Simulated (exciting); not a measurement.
Wanted: the native input for an exciting (release sodium) run.

* Task: single point
* Functional: PBE
* Potentials or basis: all-electron LAPW+lo, shipped species files, valence relativity iora*
* rgkmax: 9
* k mesh: 11 × 11 × 6
* Occupations: gaussian, width 0.1 eV
* Spin: no spin polarisation
* outputlevel: high
* gmaxvr (cutoff of density and potential): 14 1/bohr
* lmaxapw (and lmaxmat): 10
* lmaxvr: 8
* nempty: 18
* Valence relativity: iora*
* epsengy: 1e-05 Ha
* epspot: 1e-05 Ha
* maxscl: 60
* Muffin-tin radii: Ag 2.3, Rh 2.3 bohr

Crystal: AgRh.

```
Ag Rh
1.0
     2.77759    0.00000    0.00000
    -1.38879    2.40546    0.00000
     0.00000    0.00000    4.80860
Ag Rh
1 1
Direct
  0.00000 0.00000 0.50000
  0.66667 0.33333 0.00000
```

The cell comes from a database or a generator and needn't be the stable form of this composition.

These files were run (other wordings do the same):

input.xml

```xml
<input>
  <title>AgRh</title>
  <structure speciespath="./" tshift="false">
    <crystal scale="1">
      <basevect>5.248880984614 0.000000000000 0.000000000000</basevect>
      <basevect>-2.624440492307 4.545664274157 0.000000000000</basevect>
      <basevect>0.000000000000 0.000000000000 9.086940822328</basevect>
    </crystal>
    <species speciesfile="Ag.xml" rmt="2.3">
      <atom coord="0.000000000000 0.000000000000 0.500000000000"/>
    </species>
    <species speciesfile="Rh.xml" rmt="2.3">
      <atom coord="0.666666666700 0.333333333300 0.000000000000"/>
    </species>
  </structure>
  <groundstate do="fromscratch" ngridk="11 11 6" rgkmax="9" gmaxvr="14" lmaxapw="10" lmaxmat="10" lmaxvr="8" xctype="GGA_PBE" stype="Gaussian" swidth="0.00367493" nempty="18" ValenceRelativity="iora*" epsengy="1e-05" epspot="1e-05" maxscl="60" tforce="true" outputlevel="high"/>
</input>
```

Potentials or basis: all-electron LAPW+lo, shipped species files, valence relativity iora*.

Run with:

```console
$ OMP_NUM_THREADS=1 exciting_smp
```

It gave:

The band gap on the k mesh is none (metal or under the smearing width), the all electrons inside the program's atomic spheres are Ag 45.28; Rh 43.06 (radii Ag 2.3, Rh 2.3 bohr) and the density of states at the Fermi level is 3.16 states/eV per cell.

Caveat: the log's total energy holds no entropy term; the free energy is that total less TS from the occupations.

It took 2.6 min on 1 thread of Arm Neoverse V1, with other jobs on the host, peak memory 0.13 GiB.
